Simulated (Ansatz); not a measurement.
# NiS2: the cost of one run

Program: Ansatz 0.2.0. Level of theory: DFT LDA, scalar-relativistic, plane waves, PAW. These are calculated values, not measurements.

### 1 The starting structure

The structure is cubic, space group Pa-3 (No. 205). Conventional cell: a = 5.689 Å, b = 5.689 Å, c = 5.689 Å, α = 90.00°, β = 90.00°, γ = 90.00°. Ni (site symmetry -3) is surrounded by 6 S at 2.40 Å. S (site symmetry 3) has 1 S at 2.06 Å and 3 Ni at 2.40 Å as nearest neighbours.

Coordinates:

```
CELL_PARAMETERS angstrom
5.68930 0.00000 0.00000
0.00000 5.68930 0.00000
0.00000 0.00000 5.68930
ATOMIC_POSITIONS crystal
Ni 0.00000 0.00000 0.00000
Ni 0.50000 0.00000 0.50000
Ni 0.50000 0.50000 0.00000
Ni 0.00000 0.50000 0.50000
S 0.39550 0.39550 0.39550
S 0.10450 0.60450 0.89550
S 0.89550 0.10450 0.60450
S 0.60450 0.89550 0.10450
S 0.60450 0.60450 0.60450
S 0.89550 0.39550 0.10450
S 0.10450 0.89550 0.39550
S 0.39550 0.10450 0.89550
```

The structure rests on an entry of the Crystallography Open Database; cell or positions may have been set otherwise for this series.

### 2 Single point: NiS2, moments +−+−

Contents of input.yaml:

```yaml
crystal:
  lattice:
    - [5.6893, 0.0, 0.0]
    - [0.0, 5.6893, 0.0]
    - [0.0, 0.0, 5.6893]
  atoms:
    - { symbol: Ni, position: [0.0, 0.0, 0.0], spin: 1.5 }
    - { symbol: Ni, position: [0.5, 0.0, 0.5], spin: -1.5 }
    - { symbol: Ni, position: [0.5, 0.5, 0.0], spin: 1.5 }
    - { symbol: Ni, position: [0.0, 0.5, 0.5], spin: -1.5 }
    - { symbol: S, position: [0.3955, 0.3955, 0.3955] }
    - { symbol: S, position: [0.1045, 0.6045, 0.8955] }
    - { symbol: S, position: [0.8955, 0.1045, 0.6045] }
    - { symbol: S, position: [0.6045, 0.8955, 0.1045] }
    - { symbol: S, position: [0.6045, 0.6045, 0.6045] }
    - { symbol: S, position: [0.8955, 0.3955, 0.1045] }
    - { symbol: S, position: [0.1045, 0.8955, 0.3955] }
    - { symbol: S, position: [0.3955, 0.1045, 0.8955] }
magnetization:
  spin_polarized: true
scf:
  occupations: { method: gaussian, width: 0.02 }
output:
  forces: true
  stress: true
  populations: true
  write_density: true
  write_potential: true
  elf: true
  volumetric_format: npy
hamiltonian:
  xc: lda
kpoints:
  mp_grid: { grid: [6, 6, 6] }
```

On the command line:

```sh
$ ansatz run input.yaml --threads 4 --pin off --max-ram 8192MiB --backend cpu --events-out ev --progress --plain --runs-dir out
```

**Question.** How long does this run take on 4 threads of Arm Neoverse N1, shared host, and how much memory does it need?

About 5.9 min, with a peak of 2.4 GiB.
